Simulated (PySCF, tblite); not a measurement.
# C₁₀H₈: geometry, infrared bands and NMR shifts

Wanted: the infrared bands and NMR shifts of C₁₀H₈ (`C#Cc1ccc2c(c1C)C2`), by calculation.

The runs use tblite 0.8.0 and PySCF 2.14.0, with density-fitted response routines of our own; the level of theory stands in each step. All values are computed, except where a source is named. Atoms are numbered from 0 throughout.

### 1 The starting structure

18 atoms, charge 0, multiplicity 1; geometry from: force field or distance geometry start.

Bonds of the start (Å): C0–C1 1.21, C1–C2 1.42, C2–C3 1.41, C3–C4 1.38, C4–C5 1.37, C5–C6 1.39, C6–C7 1.38, C7–C8 1.52, C6–C9 1.54, C7–C2 1.43, C9–C5 1.37, C0–H10 1.05, C3–H11 1.08, C4–H12 1.09, C8–H13 1.10, C8–H14 1.09, C8–H15 1.10, C9–H16 1.08, C9–H17 1.08.

### 2 Optimising the geometry with GFN2-xTB

Job settings and geometry (Å):

```
{"job": {"kind": "relax", "xc": "GFN2-xTB", "basis": "xTB"}, "charge": 0, "multiplicity": 1}
C      3.181900     1.415300     0.263800
C      2.010100     1.108100     0.214700
C      0.638500     0.729500     0.181200
C     -0.326300     1.714500     0.482100
C     -1.654100     1.354700     0.454700
C     -1.863200     0.054300     0.088000
C     -1.075500    -1.041400    -0.253900
C      0.230300    -0.597000    -0.175500
C      1.294800    -1.631100    -0.510700
C     -2.616600    -1.056500    -0.185200
H      4.197600     1.695100     0.298600
H     -0.032600     2.712700     0.763100
H     -2.462700     2.042000     0.682600
H      0.849000    -2.597700    -0.767900
H      1.874400    -1.291500    -1.373400
H      1.946300    -1.782700     0.360600
H     -3.134900    -1.164200    -1.129800
H     -3.065700    -1.657900     0.595400
```

Launch:

```sh
OMP_NUM_THREADS=1 python probes_run.py task.json out
```

One launch serves the whole session: the jobs run in the order shown.

**Question.** This job is followed by: GFN2-xTB harmonic vibrations, gas phase; GIAO PBE0/pcSseg-1 NMR shielding, non-relativistic, gas phase. Predict these results of the whole session: strongest single infrared mode (GFN2-xTB); zero-point energy (GFN2-xTB); ¹³C shifts against TMS (PBE0/pcSseg-1); ¹H shifts against TMS (PBE0/pcSseg-1, means over atoms taken as alike).

**Answer**, as computed:

```
                                                              quantity                                                                 value
                             strongest single infrared mode (GFN2-xTB)                                                  3015 cm⁻¹, 73 km/mol
                                          zero-point energy (GFN2-xTB)                                                         86.5 kcal/mol
                                ¹³C shifts against TMS (PBE0/pcSseg-1)  143.2, 134.1, 133.5, 130.1, 127.4, 116.0, 90.4, 88.7, 22.8, 20.5 ppm
¹H shifts against TMS (PBE0/pcSseg-1, means over atoms taken as alike)                                      7.77, 7.36, 3.44, 2.99, 2.64 ppm
```

**Reading.** Over 34 steps the energy fell by 0.968 eV; of the close pairs, C5–C9 changed most, 1.370 to 1.488 Å. All 48 modes are real, so the xTB geometry is a minimum. GFN2-xTB is a fitted tight-binding method: band positions and strengths are rough. Its intensities can rank the bands wrongly. NICS(1)zz of -25 ppm above the planar ring from C2 marks a diatropic (aromatic) ring current.
